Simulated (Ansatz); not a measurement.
# C3H5ClOSi: the cost of one run

Program: Ansatz 0.2.0, Gaussian basis. Level of theory: functionals in def2-TZVPP, the program's frozen cores in correlated methods. These are calculated values, not measurements.

The runs, in order: PBE-D4, r2SCAN-D4, PBE0-D4, B3LYP-D4, ωB97X-V, ωB97M-V, B2PLYP; CCSD(T)/def2-TZVPP; MP2/def2-QZVPP; extrapolation to the limit.

### Step 1. The geometry

The geometry comes from an earlier relaxation with PBE0-D4 in a triple-zeta def2 set; it is a stationary point, not always the lowest conformer.

SMILES `C[SiH](Cl)C#CO`, 11 atoms, charge 0, spin multiplicity 1.

Atoms are counted from 1 here; the program's logs count them from 0.

Bond lengths: C1–Si2 1.855 Å, C1–H7 1.092 Å, C1–H8 1.092 Å, C1–H9 1.093 Å, Si2–Cl3 2.066 Å, Si2–C4 1.803 Å, Si2–H10 1.482 Å, C4–C5 1.209 Å, C5–O6 1.293 Å, O6–H11 0.966 Å. Angles: Si2–C1–H7 110.4°, Si2–C1–H8 110.6°, Si2–C1–H9 110.0°, H7–C1–H8 108.6°, H7–C1–H9 108.5°, H8–C1–H9 108.7°, C1–Si2–Cl3 108.8°, C1–Si2–C4 111.1°, C1–Si2–H10 111.9°, Cl3–Si2–C4 109.3°, Cl3–Si2–H10 106.1°, C4–Si2–H10 109.6°, Si2–C4–C5 179.7°, C4–C5–O6 176.7°, C5–O6–H11 110.7°.

### Step 2. PBE-D4 (GGA)

in.yaml reads:

```yaml
crystal:
  periodic: [false, false, false]
  atoms:
    - {symbol: C, position_ang: [0.824626, -1.767328, -0.307293]}
    - {symbol: Si, position_ang: [-0.583815, -0.746887, 0.336406]}
    - {symbol: Cl, position_ang: [-2.295557, -1.238002, -0.710878]}
    - {symbol: C, position_ang: [-0.249603, 1.014076, 0.142053]}
    - {symbol: C, position_ang: [-0.027106, 2.194418, 0.004809]}
    - {symbol: O, position_ang: [0.268569, 3.439136, -0.185220]}
    - {symbol: H, position_ang: [1.001366, -1.549367, -1.362396]}
    - {symbol: H, position_ang: [0.605952, -2.832081, -0.203144]}
    - {symbol: H, position_ang: [1.736633, -1.540431, 0.250636]}
    - {symbol: H, position_ang: [-0.874743, -1.042557, 1.758692]}
    - {symbol: H, position_ang: [-0.341024, 4.012024, 0.296935]}
basis:
  gaussian: {orbitals: def2-TZVPP}
hamiltonian: {xc: pbe, dispersion: d4}
output: {forces: true, orbitals: {seedname: orbitals}}
```

Launch:

```
$ ansatz run in.yaml --threads 4 --pin off --events-out ev --progress --plain --max-ram 10444MiB
```

What time and memory should one allow on 4 threads of Arm Neoverse V1, shared host?

About 3.1 s, with a peak of 0.39 GiB.
